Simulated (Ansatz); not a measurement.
# C2H5FSi (SMILES F/C=C/[SiH3]) at HSE06/cc-pVDZ

Aim: the vertical ionisation energy of C2H5FSi at HSE06/cc-pVDZ, from 2 runs. 

The calculation is run with Ansatz 0.2.0.

91 further runs of the same task are left out: 91 set aside as unsound or not needed.

## Step 1: Starting point

C2H5FSi has 9 atoms, charge 0, and is taken as a singlet. As SMILES, `F/C=C/[SiH3]`. The coordinates come from a PBE0-D4/def2-TZVP relaxation.

Bond lengths: F1–C2 1.336 Å, C2–C3 1.322 Å, C3–Si4 1.852 Å, C2–H5 1.086 Å, C3–H6 1.087 Å, Si4–H7 1.487 Å, Si4–H8 1.487 Å, Si4–H9 1.487 Å. Some angles: F1–C2–C3 122.8°, C2–C3–Si4 121.1°, F1–C2–H5 111.4°, C3–C2–H5 125.9°, C2–C3–H6 117.6°, Si4–C3–H6 121.3°, C3–Si4–H7 110.8°, C3–Si4–H8 110.8°, C3–Si4–H9 108.6°, H7–Si4–H8 107.9°.

## Step 2: A single-point energy at HSE06/cc-pVDZ

job.yaml reads:

```yaml
crystal:
  periodic: [false, false, false]
  atoms:
    - symbol: F
      position_ang: [-1.259900, 2.360900, 0.506400]
    - symbol: C
      position_ang: [-0.578300, 1.355000, -0.048000]
    - symbol: C
      position_ang: [-0.336700, 0.219900, 0.584900]
    - symbol: Si
      position_ang: [0.614100, -1.145000, -0.228900]
    - symbol: H
      position_ang: [-0.264200, 1.599600, -1.058100]
    - symbol: H
      position_ang: [-0.716100, 0.118100, 1.598600]
    - symbol: H
      position_ang: [1.843700, -1.465600, 0.542800]
    - symbol: H
      position_ang: [-0.206700, -2.381600, -0.316300]
    - symbol: H
      position_ang: [0.992500, -0.707600, -1.598500]
basis:
  gaussian:
    orbitals: cc-pVDZ
hamiltonian:
  xc: hse06
accuracy: high
output:
  orbitals: {seedname: orbitals}
```

Launch:

```sh
ansatz run job.yaml --threads 1 --pin off --max-ram 3480MiB --events-out events.jsonl --progress --plain --runs-dir runs
```

Output:

```text
Warning: RAYON_NUM_THREADS=1 ignored (pool sized by the plan → 1); use --threads N
Functional definition: HSE06
  name "HSE06"
  parameter a = 0.25
  parameter omega = 0.11/bohr
  exchange = pbe_x - a*pbe_x_sr(omega) + a*exact_x_sr(omega)
  correlation = pbe_c
1988 factors; integrals over basis functions are off by at most 3.8e-9 eV
98 factors; integrals over basis functions are off by at most 1.4e-9 eV
mean field evaluation 1: about -12736.2635 eV, gradient 3.9e1 eV
mean field evaluation 2: about -12733.5667 eV, gradient 4.8e1 eV
mean field evaluation 4: about -12739.9423 eV, gradient 2.8e0 eV
mean field evaluation 8: about -12740.1468 eV, gradient 4.2e-1 eV
mean field evaluation 16: about -12740.1472 eV, gradient 2.0e-5 eV
mean field -12740.14716043 eV, -468.1917725639 hartree, gradient 1.8e-8 eV, S^2 0.000000; 0 other end points of the search recorded, 0 dependent functions left out
reference -12740.14716359 eV, -468.1917726800 hartree; 20, 20 occupied and 65, 65 virtual orbitals, 1988 factors
Total energy: -12740.14716359 eV, -468.1917726800 hartree
```

Wall time 8.1 s (1 thread of Arm Neoverse V2, shared host); peak memory 0.28 GiB.

## Step 3: The doublet cation, same level

run.yaml reads:

```yaml
basis:
  gaussian: {orbitals: cc-pVDZ}
crystal:
  periodic: [false, false, false]
  atoms:
    - {symbol: F, position_ang: [-1.259900, 2.360900, 0.506400]}
    - {symbol: C, position_ang: [-0.578300, 1.355000, -0.048000]}
    - {symbol: C, position_ang: [-0.336700, 0.219900, 0.584900]}
    - {symbol: Si, position_ang: [0.614100, -1.145000, -0.228900]}
    - {symbol: H, position_ang: [-0.264200, 1.599600, -1.058100]}
    - {symbol: H, position_ang: [-0.716100, 0.118100, 1.598600]}
    - {symbol: H, position_ang: [1.843700, -1.465600, 0.542800]}
    - {symbol: H, position_ang: [-0.206700, -2.381600, -0.316300]}
    - {symbol: H, position_ang: [0.992500, -0.707600, -1.598500]}
total_charge: 1
magnetization: {spin_polarized: true, initial_magnetization: 1}
hamiltonian: {xc: {name: HSE06}}
accuracy: high
output: {orbitals: {seedname: orbitals}}
```

Launch:

```sh
ansatz run run.yaml --threads 1 --pin off --max-ram 3480MiB --events-out events.jsonl --progress --plain --runs-dir runs
```

Output:

```text
Warning: RAYON_NUM_THREADS=1 ignored (pool sized by the plan → 1); use --threads N
Functional definition: HSE06
  name "HSE06"
  parameter a = 0.25
  parameter omega = 0.11/bohr
  exchange = pbe_x - a*pbe_x_sr(omega) + a*exact_x_sr(omega)
  correlation = pbe_c
1987 factors; integrals over basis functions are off by at most 3.8e-9 eV
98 factors; integrals over basis functions are off by at most 1.4e-9 eV
mean field evaluation 1: about -12718.9433 eV, gradient 4.4e1 eV
mean field evaluation 2: about -12698.6231 eV, gradient 7.6e1 eV
mean field evaluation 4: about -12729.5355 eV, gradient 1.1e1 eV
mean field evaluation 8: about -12730.2065 eV, gradient 1.0e0 eV
mean field evaluation 16: about -12730.2136 eV, gradient 7.1e-4 eV
mean field -12730.21363256 eV, -467.8267221480 hartree, gradient 9.8e-8 eV, S^2 0.753953; 0 other end points of the search recorded, 0 dependent functions left out
reference -12730.21363583 eV, -467.8267222679 hartree; 20, 19 occupied and 65, 66 virtual orbitals, 1987 factors
Total energy: -12730.21363583 eV, -467.8267222679 hartree
```

Run time: 14 s. Hardware: 1 thread of Arm Neoverse V2, shared host; peak memory 0.4 GiB.

## Step 4: Results

At HSE06/cc-pVDZ:

| quantity | value |
| --- | --- |
| singlet C2H5FSi: total energy | -468.19177 Eh |
| singlet C2H5FSi: HOMO energy | -7.28 eV |
| singlet C2H5FSi: LUMO energy | -0.40 eV |
| singlet C2H5FSi: HOMO–LUMO gap | 6.88 eV |
| doublet cation: total energy | -467.82672 Eh |
| doublet cation: HOMO energy (highest over α and β) | -14.69 eV |
| doublet cation: LUMO energy (lowest over α and β) | -12.55 eV |
| doublet cation: ⟨S²⟩ | 0.754 |
| vertical ionisation energy (to the doublet cation) | 9.934 eV |

What this shows: The vertical ionisation energy comes to 9.93 eV (229 kcal/mol). The negative HOMO energy of the first species, 7.28 eV, lies 2.65 eV below that difference.
